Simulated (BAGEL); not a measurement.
**One shape, several levels: GaHSCl2 (SMILES [SH][Ga]([Cl])[Cl])**

We compute a comparison of 4 runs (HF/6-31G*, B3LYP/6-31G*, PBE0/6-31G*, RI-MP2/6-31G*) of GaHSCl2. 

Program for the calculation: BAGEL 1.2.2.

17 further runs of the same task are left out: 1 that didn't finish, 16 set aside as unsound or not needed.

## (1) The structure to begin with

The species is GaHSCl2 (5 atoms), meant as a singlet with charge 0. As SMILES, `[SH][Ga]([Cl])[Cl]`. The coordinates come from a PBE0-D4/def2-TZVP relaxation.

Bond lengths: S1–Ga2 2.175 Å, Ga2–Cl3 2.121 Å, Ga2–Cl4 2.126 Å, S1–H5 1.345 Å. Angles: S1–Ga2–Cl3 120.2°, S1–Ga2–Cl4 121.4°, Cl3–Ga2–Cl4 118.4°, Ga2–S1–H5 92.3°.

## (2) The energy at HF/6-31G(d) (density fitting with qzvpp-jkfit, spherical functions) (run 1)

input.json

```json
{ "bagel": [

{
  "title": "molecule",
  "basis": "6-31gs.json",
  "df_basis": "qzvpp-jkfit",
  "angstrom": true,
  "geometry": [
    { "atom": "S", "xyz": [       0.072700,       1.687100,       0.391900 ] },
    { "atom": "Ga", "xyz": [       0.276600,      -0.453100,       0.065500 ] },
    { "atom": "Cl", "xyz": [       1.930400,      -1.504800,       0.876600 ] },
    { "atom": "Cl", "xyz": [      -1.158100,      -1.543300,      -1.063000 ] },
    { "atom": "H", "xyz": [      -1.071600,       1.740400,      -0.312400 ] }
  ]
},

{ "title": "hf" },

{ "title": "print", "file": "orbitals.molden", "orbitals": true }

]}
```

The basis set 6-31G* is read from a file made from the Basis Set Exchange's data (not shown).

Command:

```bash
BAGEL_NUM_THREADS=1 BAGEL input.json > input.out
```

The log of the run:

```text
* using 1 threads per process

  ===============================================================
  ===============================================================

  *** Geometry ***

  { "atom" : "S", "xyz" : [      0.137383,      3.188157,      0.740584 ] },
  { "atom" : "Ga", "xyz" : [      0.522698,     -0.856235,      0.123777 ] },
  { "atom" : "Cl", "xyz" : [      3.647927,     -2.843660,      1.656534 ] },
  { "atom" : "Cl", "xyz" : [     -2.188492,     -2.916414,     -2.008779 ] },
  { "atom" : "H", "xyz" : [     -2.025031,      3.288879,     -0.590350 ] },

  Number of auxiliary basis functions:      668

  Since a DF basis is specified, we compute 2- and 3-index integrals:
    o Being stored without compression. Storage requirement is 0.041 GB

  Number of basis functions:       88
  Number of electrons      :       82

    * METHOD: MOLECULE                             0.46

  *** RHF ***

  === Nuclear Repulsion ===
   519.5328036978

      * DIIS with orbital gradients will be used.

  === RHF iteration (6-31gs.json) ===
      0      -3240.07269284          0.01025321           0.16
      1      -3240.15382238          0.00630149           0.14
      2      -3240.17811875          0.00103130           0.15
      3      -3240.17907922          0.00036909           0.16
      4      -3240.17923685          0.00005346           0.19
      5      -3240.17924281          0.00001614           0.19
      6      -3240.17924345          0.00000580           0.19
      7      -3240.17924356          0.00000143           0.20
      8      -3240.17924357          0.00000044           0.14
      9      -3240.17924357          0.00000017           0.13
     10      -3240.17924357          0.00000005           0.14
     11      -3240.17924357          0.00000002           0.14
     12      -3240.17924357          0.00000001           0.14
    * SCF iteration converged.

    * Permanent dipole moment:
           (    0.369472,    -0.467459,     0.131821) a.u.

    * METHOD: HF                                   2.38

    * METHOD: PRINT                                0.01

  ===============================================================
```

Run time: 3.3 s. Hardware: 1 thread of Intel Xeon 6975P-C (Granite Rapids), shared host; peak memory 0.19 GiB.

## (3) A single-point energy at B3LYP/6-31G(d) (density fitting with qzvpp-jkfit, spherical functions) (run 2)

job.json

```json
{ "bagel" : [

{
  "title" : "molecule",
  "basis" : "6-31gs.json",
  "df_basis" : "qzvpp-jkfit",
  "angstrom" : true,
  "geometry" : [
    { "atom" : "S", "xyz" : [       0.072700,       1.687100,       0.391900 ] },
    { "atom" : "Ga", "xyz" : [       0.276600,      -0.453100,       0.065500 ] },
    { "atom" : "Cl", "xyz" : [       1.930400,      -1.504800,       0.876600 ] },
    { "atom" : "Cl", "xyz" : [      -1.158100,      -1.543300,      -1.063000 ] },
    { "atom" : "H", "xyz" : [      -1.071600,       1.740400,      -0.312400 ] }
  ]
},

{ "title" : "ks", "xc_func" : "b3lyp" },

{ "title" : "print", "file" : "orbitals.molden", "orbitals" : true }

]}
```

The basis set 6-31G* is read from a file made from the Basis Set Exchange's data (not shown).

Command:

```bash
BAGEL_NUM_THREADS=1 BAGEL job.json > job.out
```

The log of the run:

```text
* using 1 threads per process

  ===============================================================
  ===============================================================

  *** Geometry ***

  { "atom" : "S", "xyz" : [      0.137383,      3.188157,      0.740584 ] },
  { "atom" : "Ga", "xyz" : [      0.522698,     -0.856235,      0.123777 ] },
  { "atom" : "Cl", "xyz" : [      3.647927,     -2.843660,      1.656534 ] },
  { "atom" : "Cl", "xyz" : [     -2.188492,     -2.916414,     -2.008779 ] },
  { "atom" : "H", "xyz" : [     -2.025031,      3.288879,     -0.590350 ] },

  Number of auxiliary basis functions:      668

  Since a DF basis is specified, we compute 2- and 3-index integrals:
    o Being stored without compression. Storage requirement is 0.041 GB

  Number of basis functions:       88
  Number of electrons      :       82

    * METHOD: MOLECULE                             0.44

  *** Kohn-Sham DFT ***

    * Removing 8539 points whose weight is below 1.00e-10
    * Grid points: 65991

  === Nuclear Repulsion ===
   519.5328036978

       - DIIS with orbital gradients will be used.

  === KS iteration (b3lyp / 6-31gs.json) ===
      0      -3157.74652513          0.12957275           0.41
      1      -2997.33794157          0.18465848           0.46
      2      -3146.28099397          0.09884899           0.38
      3      -3175.30388886          0.12967832           0.37
      4      -3213.12137144          0.15337786           0.44
      5      -3197.91737874          0.18673316           0.43
      6      -3197.11824508          0.17120680           0.38
      7      -3176.46863322          0.13481717           0.39
      8      -3159.58159798          0.13241507           0.38
      9      -3242.38971009          0.04999680           0.37
     10      -3240.68298703          0.10931530           0.37
     11      -3242.51489436          0.06905226           0.36
     12      -3243.66300391          0.02996047           0.37
     13      -3243.89710608          0.00613091           0.37
     14      -3243.94528807          0.00099768           0.37
     15      -3243.94537158          0.00089149           0.36
     16      -3243.94638361          0.00012943           0.37
     17      -3243.94639630          0.00001099           0.41
     18      -3243.94639637          0.00000713           0.38
     19      -3243.94639644          0.00000180           0.41
     20      -3243.94639644          0.00000095           0.42
     21      -3243.94639644          0.00000030           0.40
     22      -3243.94639644          0.00000012           0.37
     23      -3243.94639644          0.00000002           0.53
     24      -3243.94639644          0.00000001           0.39
     25      -3243.94639644          0.00000000           0.41
    * SCF iteration converged.

    * Permanent dipole moment:
           (    0.357152,    -0.504061,     0.116373) a.u.

    * METHOD: KS                                  10.56

    * METHOD: PRINT                                0.01

  ===============================================================
```

Wall time 11 s (1 thread of Intel Xeon 6975P-C (Granite Rapids), shared host); peak memory 0.37 GiB.

## (4) The energy at PBE0/6-31G(d) (density fitting with qzvpp-jkfit, spherical functions) (run 3)

input.json

```json
{ "bagel": [

{
  "title": "molecule",
  "basis": "6-31gs.json",
  "df_basis": "qzvpp-jkfit",
  "angstrom": "true",
  "geometry": [
    { "atom": "S", "xyz": [    0.072700,    1.687100,    0.391900 ] },
    { "atom": "Ga", "xyz": [    0.276600,   -0.453100,    0.065500 ] },
    { "atom": "Cl", "xyz": [    1.930400,   -1.504800,    0.876600 ] },
    { "atom": "Cl", "xyz": [   -1.158100,   -1.543300,   -1.063000 ] },
    { "atom": "H", "xyz": [   -1.071600,    1.740400,   -0.312400 ] }
  ]
},
{ "title": "ks", "xc_func": "pbe0" },
{ "title": "print", "file": "orbitals.molden", "orbitals": "true" }

]}
```

The basis set 6-31G* is read from a file made from the Basis Set Exchange's data (not shown).

Command:

```bash
BAGEL_NUM_THREADS=1 BAGEL input.json > input.out
```

The log of the run:

```text
* using 1 threads per process

  ===============================================================
  ===============================================================

  *** Geometry ***

  { "atom" : "S", "xyz" : [      0.137383,      3.188157,      0.740584 ] },
  { "atom" : "Ga", "xyz" : [      0.522698,     -0.856235,      0.123777 ] },
  { "atom" : "Cl", "xyz" : [      3.647927,     -2.843660,      1.656534 ] },
  { "atom" : "Cl", "xyz" : [     -2.188492,     -2.916414,     -2.008779 ] },
  { "atom" : "H", "xyz" : [     -2.025031,      3.288879,     -0.590350 ] },

  Number of auxiliary basis functions:      668

  Since a DF basis is specified, we compute 2- and 3-index integrals:
    o Being stored without compression. Storage requirement is 0.041 GB

  Number of basis functions:       88
  Number of electrons      :       82

    * METHOD: MOLECULE                             0.44

  *** Kohn-Sham DFT ***

    * Removing 8539 points whose weight is below 1.00e-10
    * Grid points: 65991

  === Nuclear Repulsion ===
   519.5328036978

       - DIIS with orbital gradients will be used.

  === KS iteration (pbe0 / 6-31gs.json) ===
      0      -3157.00822431          0.12920478           0.40
      1      -2997.69094451          0.18498648           0.48
      2      -3145.74775391          0.09810702           0.55
      3      -3174.23498403          0.13088620           0.45
      4      -3178.68057842          0.12650896           0.39
      5      -3193.30330914          0.20072785           0.38
      6      -3193.76543841          0.19912627           0.43
      7      -3175.98176516          0.13263694           0.39
      8      -3154.32418794          0.11829453           0.42
      9      -3240.88004981          0.05467292           0.40
     10      -3182.85186351          0.12474368           0.37
     11      -3187.33775253          0.15073921           0.47
     12      -3187.12120998          0.14873846           0.40
     13      -3188.77944292          0.16291518           0.37
     14      -3239.18165828          0.05851508           0.41
     15      -3240.27347079          0.07426860           0.36
     16      -3242.22107477          0.04702604           0.41
     17      -3242.60087187          0.02322935           0.37
     18      -3243.13385448          0.00912211           0.37
     19      -3243.16432966          0.00134000           0.40
     20      -3243.16500592          0.00073670           0.39
     21      -3243.16552989          0.00009602           0.42
     22      -3243.16553555          0.00001896           0.48
     23      -3243.16553590          0.00001142           0.51
     24      -3243.16553605          0.00000534           0.46
     25      -3243.16553608          0.00000088           0.45
     26      -3243.16553609          0.00000048           0.43
     27      -3243.16553609          0.00000010           0.37
     28      -3243.16553609          0.00000006           0.46
     29      -3243.16553609          0.00000001           0.55
     30      -3243.16553609          0.00000001           0.40
    * SCF iteration converged.

    * Permanent dipole moment:
           (    0.372425,    -0.493113,     0.128247) a.u.

    * METHOD: KS                                  13.43

    * METHOD: PRINT                                0.01

  ===============================================================
```

Wall time 14 s (1 thread of Intel Xeon 6975P-C (Granite Rapids), shared host); peak memory 0.36 GiB.

## (5) A single-point energy at RI-MP2/6-31G(d) (density fitting with qzvpp-jkfit, spherical functions) (run 4)

input.json

```json
{ "bagel" : [

{
  "title" : "molecule",
  "basis" : "6-31gs.json",
  "df_basis" : "qzvpp-jkfit",
  "angstrom" : "true",
  "geometry" : [
    { "atom" : "S", "xyz" : [       0.072700,       1.687100,       0.391900 ] },
    { "atom" : "Ga", "xyz" : [       0.276600,      -0.453100,       0.065500 ] },
    { "atom" : "Cl", "xyz" : [       1.930400,      -1.504800,       0.876600 ] },
    { "atom" : "Cl", "xyz" : [      -1.158100,      -1.543300,      -1.063000 ] },
    { "atom" : "H", "xyz" : [      -1.071600,       1.740400,      -0.312400 ] }
  ]
},

{
  "title" : "hf"
},

{
  "title" : "mp2",
  "ncore" : 24
}

]}
```

The basis set 6-31G* is read from a file made from the Basis Set Exchange's data (not shown).

Command:

```bash
BAGEL_NUM_THREADS=1 BAGEL input.json > input.out
```

The log of the run:

```text
* using 1 threads per process

  ===============================================================
  ===============================================================

  *** Geometry ***

  { "atom" : "S", "xyz" : [      0.137383,      3.188157,      0.740584 ] },
  { "atom" : "Ga", "xyz" : [      0.522698,     -0.856235,      0.123777 ] },
  { "atom" : "Cl", "xyz" : [      3.647927,     -2.843660,      1.656534 ] },
  { "atom" : "Cl", "xyz" : [     -2.188492,     -2.916414,     -2.008779 ] },
  { "atom" : "H", "xyz" : [     -2.025031,      3.288879,     -0.590350 ] },

  Number of auxiliary basis functions:      668

  Since a DF basis is specified, we compute 2- and 3-index integrals:
    o Being stored without compression. Storage requirement is 0.041 GB

  Number of basis functions:       88
  Number of electrons      :       82

    * METHOD: MOLECULE                             0.39

  *** RHF ***

  === Nuclear Repulsion ===
   519.5328036978

      * DIIS with orbital gradients will be used.

  === RHF iteration (6-31gs.json) ===
      0      -3240.07269284          0.01025321           0.16
      1      -3240.15382238          0.00630149           0.15
      2      -3240.17811875          0.00103130           0.15
      3      -3240.17907922          0.00036909           0.14
      4      -3240.17923685          0.00005346           0.15
      5      -3240.17924281          0.00001614           0.16
      6      -3240.17924345          0.00000580           0.15
      7      -3240.17924356          0.00000143           0.17
      8      -3240.17924357          0.00000044           0.18
      9      -3240.17924357          0.00000017           0.15
     10      -3240.17924357          0.00000005           0.14
     11      -3240.17924357          0.00000002           0.15
     12      -3240.17924357          0.00000001           0.15
    * SCF iteration converged.

    * Permanent dipole moment:
           (    0.369472,    -0.467459,     0.131821) a.u.

    * METHOD: HF                                   2.28

  *** RHF ***

  === Nuclear Repulsion ===
   519.5328036978

      * DIIS with orbital gradients will be used.

  === RHF iteration (6-31gs.json) ===
      0      -3240.17924357          0.00000000           0.19
    * SCF iteration converged.

    * Permanent dipole moment:
           (    0.369472,    -0.467459,     0.131821) a.u.

  === DF-MP2 calculation ===

    * freezing 24 orbitals
    * 3-index integral transformation done
    * assembly done

      MP2 correlation energy:   -0.6067754501      0.06

      MP2 total energy:       -3240.7860190170

    * METHOD: MP2                                  0.41

  ===============================================================
```

Run time: 3.6 s. Hardware: 1 thread of Intel Xeon 6975P-C (Granite Rapids), shared host; peak memory 0.19 GiB.

## (6) The series

```
run                                                                  level  frozen core orbitals   energy (Eh)  dipole moment (D)  HOMO energy (eV)  LUMO energy (eV)  wall time
  1      HF/6-31G* (density fitting with qzvpp-jkfit, spherical functions)                     –  -3240.179244               1.55            -11.20              1.57      3.3 s
  2   B3LYP/6-31G* (density fitting with qzvpp-jkfit, spherical functions)                     –  -3243.946396               1.60             -8.06             -1.99       11 s
  3    PBE0/6-31G* (density fitting with qzvpp-jkfit, spherical functions)                     –  -3243.165536               1.60             -8.36             -1.73       14 s
  4  RI-MP2/6-31G* (density fitting with qzvpp-jkfit, spherical functions)                    24  -3240.786019                  –                 –                 –      3.6 s
```

## (7) Summary of results

```
                                           quantity           value
                                run 4: total energy  -3240.78602 Eh
run 4: correlation energy (24 core orbitals frozen)      -606.8 mEh
```

What this shows: Over runs 1, 2, 3 the dipole moment (its size) runs from 1.55 D (HF/6-31G*) to 1.60 D (PBE0/6-31G*). Over runs 1, 2, 3 the HOMO–LUMO gap runs from 6.07 eV (B3LYP/6-31G*) to 12.78 eV (HF/6-31G*). Exact exchange widens orbital gaps. Totals of different functionals can't be ranked against each other. All runs together took 33 s, the longest 14 s.
